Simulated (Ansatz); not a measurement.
# CH3F2NSi: the cost of one run

All numbers below are computed with Ansatz 0.2.0 (RHF/6-31G*).

### 1 The structure to begin with

Bond lengths: F1–C2 1.400 Å, C2–F3 1.359 Å, C2–N4 1.291 Å, N4–Si5 1.788 Å, Si5–H6 1.504 Å, Si5–H7 1.459 Å, Si5–H8 1.448 Å. Angles: F1–C2–F3 118.5°, F1–C2–N4 116.2°, F3–C2–N4 125.2°, C2–N4–Si5 111.2°, N4–Si5–H6 107.5°, N4–Si5–H7 107.4°, N4–Si5–H8 109.0°, H6–Si5–H7 110.8°, H6–Si5–H8 109.4°, H7–Si5–H8 112.5°.

Structure file:

```xyz
8

F     2.0528   -1.4265    1.2093
C     0.9231   -0.9344    0.5452
F     0.0578   -1.8236   -0.0091
N     0.8210    0.3506    0.4681
Si   -0.6646    0.8295   -0.4032
H    -0.7352    2.3315   -0.3865
H    -0.5492    0.3302   -1.7695
H    -1.8136    0.2856    0.2897
```

### 2 Relaxing end A

Contents of input.yaml:

```yaml
crystal:
  periodic: [false, false, false]
  atoms:
    - { symbol: F, position_ang: [2.0528, -1.4265, 1.2093] }
    - { symbol: C, position_ang: [0.9231, -0.9344, 0.5452] }
    - { symbol: F, position_ang: [0.0578, -1.8236, -0.0091] }
    - { symbol: "N", position_ang: [0.821, 0.3506, 0.4681] }
    - { symbol: Si, position_ang: [-0.6646, 0.8295, -0.4032] }
    - { symbol: H, position_ang: [-0.7352, 2.3315, -0.3865] }
    - { symbol: H, position_ang: [-0.5492, 0.3302, -1.7695] }
    - { symbol: H, position_ang: [-1.8136, 0.2856, 0.2897] }
basis:
  gaussian: { orbitals: "6-31G*" }
hamiltonian:
  xc: hf
relax:
  f_tol: 0.02
  max_steps: 50
output:
  orbitals: {}
```

Started as:

```console
ansatz run input.yaml --threads 1 --pin off --max-ram 2048MiB --backend cpu --events-out ev --progress --plain --runs-dir out
```

Q: Estimate wall time and peak memory on 1 thread of Intel Xeon Platinum 8488C (Sapphire Rapids), shared host.

About 18 s, with a peak of 0.16 GiB.
